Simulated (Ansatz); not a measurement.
**GaH₂O (doublet): the correlation ladder, cc-pVDZ**

One table from this session's results is given with a row withheld; the runs are named, their logs left out.

Program: Ansatz 0.2.0, Gaussian basis. Level of theory: cc-pVDZ, core rule «outside noble gas», up to 15 orbitals frozen. These are calculated values, not measurements.

The runs, in order: UHF; CCSD(T) on ROHF; CCSD(T) on UHF; BCCD(T) on ROHF; CISD; CCSDT(Q) on ROHF; CCSDT(Q) on UHF; CCSDTQ on ROHF.

14 further runs of the same task are left out: 9 for a known fault of the program, 5 set aside as unsound or not needed.

**The system**

The geometry is a PBE0/def2-TZVP stationary point (not a proven minimum). No spin-orbit coupling is included. The filled d shell of Ga may be among the frozen orbitals whatever the setting's name suggests; the logs give the count.

4 atoms, charge 0, spin multiplicity 2.

Atoms are counted from 1 here; the program's logs count them from 0.

Bond lengths: O1–Ga2 1.795 Å, Ga2–H3 1.556 Å, Ga2–H4 1.556 Å. Angles: O1–Ga2–H3 114.9°, O1–Ga2–H4 114.9°, H3–Ga2–H4 130.2°.

The first run:

Contents of in.yaml:

```yaml
crystal:
  periodic: [false, false, false]
  atoms:
    - {symbol: O, position_ang: [0.000000, 0.000000, 1.482333]}
    - {symbol: Ga, position_ang: [0.000000, 0.000000, -0.312174]}
    - {symbol: H, position_ang: [0.000000, -1.411154, -0.967676]}
    - {symbol: H, position_ang: [0.000000, 1.411154, -0.967676]}
basis:
  gaussian: {orbitals: cc-pVDZ}
magnetization: {spin_polarized: true, initial_magnetization: 1}
hamiltonian: {xc: hf}
output: {orbitals: {seedname: orbitals}}
```

The run is started by

```
ansatz run in.yaml --threads 1 --pin off --events-out ev --progress --plain --max-ram 4096MiB --backend cpu
```

Steps of the session up to this table: UHF; CCSD(T) on ROHF; CCSD(T) on UHF; BCCD(T) on ROHF; CISD; CCSDT(Q) on ROHF; CCSDT(Q) on UHF; CCSDTQ on ROHF.

One table of the session follows, with a row left open; its other results are not shown here.

It belongs to the step «Misses and costs». 

```
   method  from RCCSDTQ (meV)
     ROHF                   ?
      UHF             +6609.6
     RMP2              +930.5
     UMP2              +926.1
    RCCSD              +164.4
    UCCSD              +162.7
 RCCSD(T)               +38.7
 UCCSD(T)               +38.3
  BCCD(T)               +37.6
   RCCSDT               +13.4
   UCCSDT               +12.8
RCCSDT(Q)                +1.0
UCCSDT(Q)                -1.8
  RCCSDTQ                   0
```

Q: Estimate the row for ROHF from the others.

**Answer.** from RCCSDTQ (meV): +6718.5. In the column «from RCCSDTQ (meV)» it is the highest.

Caveats from the session: Restricted and unrestricted rows rest on different reference determinants; where their highest levels disagree by more than a few hundredths of an eV, they describe different states and don't form one ladder.
